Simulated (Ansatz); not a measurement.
Run this with the Ansatz DFT code, driven from Python and show what comes out.

Contents of `input.yaml`:
```yaml
crystal:
  lattice:
    - [4.325036, 0.0, 0.0]
    - [0.0, 4.325036, 0.0]
    - [0.0, 0.0, 4.325036]
  atoms:
    - { symbol: "Y", position: [0.0, 0.0, 0.0] }
    - { symbol: B, position: [0.5, 0.5, 0.5] }
    - { symbol: Pd, position: [0.0, 0.5, 0.5] }
    - { symbol: Pd, position: [0.5, 0.5, 0.0] }
    - { symbol: Pd, position: [0.5, 0.0, 0.5] }
kpoints:
  mp_grid: { kspacing: 0.3 }
hamiltonian:
  xc: pbesol
scf:
  occupations: { method: fermi_dirac, width: 0.05 }
basis:
  ecutwfc: 420
output:
  forces: true
  stress: true
  eigenvalues: true
```

Script `yaml_run_ybpd3.py`:
```python
# -*- coding: utf-8 -*-
"""YBPd3 from YAML text."""

import ansatz

res = ansatz.Session.from_deck("input.yaml").plan(threads=1).execute()
summary = res.report

print(f"free energy      {summary['free_energy_ev']:.5f} eV")
print(f"per atom         {summary['free_energy_ev'] / len(res.lattice.sites):.5f} eV")
print(f"SCF iterations   {summary['n_iterations']}  (converged: {summary['converged']})")

# forces, one row an atom
print("forces (eV/A)")
for site, force in zip(res.lattice.sites, summary["forces_ev_ang"]):
    print(f"  {site.symbol:2s} {force[0]:9.4f} {force[1]:9.4f} {force[2]:9.4f}")
```

```console
$ python yaml_run_ybpd3.py
free energy      -24670.80710 eV
per atom         -4934.16142 eV
SCF iterations   6  (converged: True)
forces (eV/A)
  Y    -0.0000    0.0000    0.0000
  B     0.0000   -0.0000   -0.0000
  Pd    0.0000    0.0000   -0.0000
  Pd    0.0000   -0.0000   -0.0000
  Pd    0.0000   -0.0000   -0.0000
```

Notes:
- Total energies depend on the potentials; only differences at equal settings carry meaning.
- The run is spin-unpolarised.
- The mesh is modest for a metal, so energies can be off by several to tens of meV an atom and pressures by half a GPa or more; differences at equal mesh fare better.
- At these settings the cell as given stands under about -7 GPa, so it isn't at this functional's equilibrium volume.
- This cell is a computed structure, which may not be the phase found in nature.
- Finished in 2.7 s on 1 thread of Arm Neoverse V1, with other jobs on the host, peak memory 0.39 GiB.

(A comment or docstring line of the script was reworded after the run, the code is as it ran; lines on the test bed's own set-up are left out of the output.)
